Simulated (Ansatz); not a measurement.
# H₄OSSi₂: up Jacob's ladder to CCSD(T)

How much do the methods differ for H₄OSSi₂? The plan is to run it at one geometry with functionals of several rungs and with coupled cluster. The yardstick is the atomisation energy at the CCSD(T) limit.

The runs use Ansatz 0.2.0, Gaussian basis; functionals in def2-TZVPP, the program's frozen cores in correlated methods.

The runs, in order: LDA (SPW92), PBE-D4, revPBE-D4, BLYP-D4, r2SCAN-D4, B97M-V, PBE0-D4, B3LYP-D4, r2SCANh-D4, r2SCAN0-D4, HSE06-D4, BHLYP-D4, CAM-B3LYP-D4, LC-ωPBE, ωB97X-V, ωB97M-V, B2PLYP, PBE-QIDH; CCSD(T)/def2-SVP; CCSD(T)/def2-TZVPP; CCSD(T)/def2-QZVPP; extrapolation to the limit; RPA on PBE.

### Step 1. The relaxed structure

The geometry comes from an earlier relaxation with PBE0-D4 in a triple-zeta def2 set; it is a stationary point, not always the lowest conformer.

SMILES `[SiH3]O[Si]S`, 8 atoms, charge 0, spin multiplicity 1.

Atoms are counted from 1 here; the program's logs count them from 0.

Bond lengths: Si1–O2 1.648 Å, Si1–H5 1.483 Å, Si1–H6 1.486 Å, Si1–H7 1.483 Å, O2–Si3 1.649 Å, Si3–S4 2.159 Å, S4–H8 1.345 Å. Angles: O2–Si1–H5 108.6°, O2–Si1–H6 110.3°, O2–Si1–H7 108.6°, H5–Si1–H6 109.8°, H5–Si1–H7 109.9°, H6–Si1–H7 109.8°, Si1–O2–Si3 141.5°, O2–Si3–S4 100.2°, Si3–S4–H8 95.5°.

### Step 2. LDA

This LDA is Slater exchange with PW92 correlation.

The input, in.yaml:

```yaml
crystal:
  periodic: [false, false, false]
  atoms:
    - {symbol: Si, position_ang: [-0.061780, 1.375722, -0.389273]}
    - {symbol: O, position_ang: [0.042800, -0.171478, 0.169366]}
    - {symbol: Si, position_ang: [0.271172, -1.029776, 1.558152]}
    - {symbol: S, position_ang: [0.163718, -3.042478, 0.783724]}
    - {symbol: H, position_ang: [-1.394942, 1.564321, -1.010297]}
    - {symbol: H, position_ang: [0.112735, 2.339403, 0.728330]}
    - {symbol: H, position_ang: [1.001003, 1.584650, -1.401717]}
    - {symbol: H, position_ang: [-0.042706, -2.677465, -0.494085]}
basis:
  gaussian: {orbitals: def2-TZVPP}
hamiltonian: {xc: lda}
output: {orbitals: {seedname: orbitals}}
```

Launch:

```
$ ansatz run in.yaml --threads 2 --pin off --events-out ev --progress --plain --max-ram 22528MiB --backend cpu
```

After this run come: PBE-D4 (GGA); revPBE-D4 (GGA); BLYP-D4 (GGA); r2SCAN-D4 (meta-GGA); B97M-V (meta-GGA); PBE0-D4 (hybrid); B3LYP-D4 (hybrid); r2SCANh-D4 (hybrid); r2SCAN0-D4 (hybrid); HSE06-D4 (hybrid); BHLYP-D4 (hybrid); CAM-B3LYP-D4 (range-separated); LC-ωPBE (range-separated); ωB97X-V (range-separated); ωB97M-V (range-separated); B2PLYP (double hybrid); PBE-QIDH (double hybrid); CCSD(T) in def2-SVP; CCSD(T) in def2-TZVPP; CCSD(T) in def2-QZVPP; RPA on PBE orbitals.

**Question.** What will the summary of the whole plan be? Wanted: atomisation energy, CCSD(T)/CBS; farthest beyond LDA; mean size of error, GGA; mean size of error, meta-GGA; mean size of error, hybrid; mean size of error, range-separated; mean size of error, double hybrid; gap, smallest and largest; T1 diagnostic.

**Answer**, as computed:

```
                               quantity                                           value
        atomisation energy, CCSD(T)/CBS                                       27.636 eV
    functionals within 0.138 eV (0.5 %)  PBE-D4, B97M-V, CAM-B3LYP-D4, ωB97X-V, ωB97M-V
                    farthest beyond LDA                            BHLYP-D4 (-0.889 eV)
                mean size of error, GGA                                        0.350 eV
           mean size of error, meta-GGA                                        0.136 eV
             mean size of error, hybrid                                        0.532 eV
    mean size of error, range-separated                                        0.259 eV
      mean size of error, double hybrid                                        0.581 eV
              gap, smallest and largest        3.14 eV (LDA (SPW92)), 9.70 eV (LC-ωPBE)
                          T1 diagnostic                                          0.0145
triples share of the correlation energy                                           4.0 %
```

What this shows: LDA overbinds by 3.435 eV (12 %). PBE-D4 misses by -0.109 eV. Double hybrids carry the basis error of their MP2 part in triple zeta, and no dispersion term here, so their miss is partly the set-up's. Taken by rung, meta-GGA functionals do best (0.136 eV on average) and double hybrid ones worst beyond LDA (0.581 eV). Misses under about 0.138 eV are within the doubt on the reference itself, which lacks core-valence correlation, relativity and higher excitations. Hartree-Fock recovers 72 % of the binding; the rest is correlation. CCSD(T) in def2-SVP is off by -2.545 eV, which most functionals beat. Orbital gaps span 3.1 to 9.7 eV; exact exchange widens them.
